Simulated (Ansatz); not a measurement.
# ClI: the interaction energy of a dimer with the counterpoise correction

Computed with Ansatz's Python interface.

Script `cli.py`:
```python
# -*- coding: utf-8 -*-
"""Interaction energy of two ClI molecules, with the counterpoise correction."""

import ansatz as az
import numpy as np

FIRST = [
    ("I", (0.0, 0.0, -1.14)),
    ("Cl", (0.0, 0.0, 1.14)),
]
SECOND = [
    ("I", (-3.3989, 0.5366, 0.2786)),
    ("Cl", (-2.5171, 0.2162, 2.3566)),
]

def energy(atoms, ghosts=()):
    molecule = az.Crystal.molecule()
    for symbol, xyz in atoms:
        molecule = molecule.atom(symbol, xyz)
    calc = (
        molecule.calculation()
        .basis(gaussian="def2-SVP")
        .functional("b3lyp")
    )
    deck = calc.input()
    if ghosts:
        deck = deck.set(az.key.basis.gaussian.ghost_atoms, [{"symbol": s, "position_ang": list(xyz)} for s, xyz in ghosts])
    return az.Session.from_dict(deck).plan().execute().report["free_energy_ev"]


def main():
    # monomers in their own basis and in the basis of the dimer
    direction = np.array([-0.9074, 0.1155, 0.4042])
    print("shift (A)   counterpoise-corrected interaction (eV)")
    for shift in (-0.3, 0.0, 0.4, 1.0, 2.0):
        moved = [(s, tuple(np.round(np.array(xyz) + shift * direction, 4))) for s, xyz in SECOND]
        gain = energy(FIRST + moved) - energy(FIRST, moved) - energy(moved, FIRST)
        print(f"{shift:8.2f} {gain:14.3f}")


if __name__ == "__main__":
    main()
```

```console
$ python cli.py
shift (A)   counterpoise-corrected interaction (eV)
   -0.30          1.696
    0.00          0.653
    0.40          0.189
    1.00          0.041
    2.00          0.009
```

Caveats:
- The dimer is a generated trial pose of unrelaxed monomers, not a minimum, so the figure is no binding energy, and the basis set is small.
- def2 sets replace the cores of elements past krypton by effective core potentials.
- b3lyp holds the VWN-RPA fit, as in Gaussian; the form of ORCA and Turbomole is b3lyp5.
- This level lacks the dispersion part of the attraction (electrostatics and induction are there), which can decide the sign where the interaction is weak.
- The spin state was assumed, and another may lie lower.
- It ran for 32 s on 1 thread of Arm Neoverse V2, with other jobs on the host, peak memory 0.28 GiB.
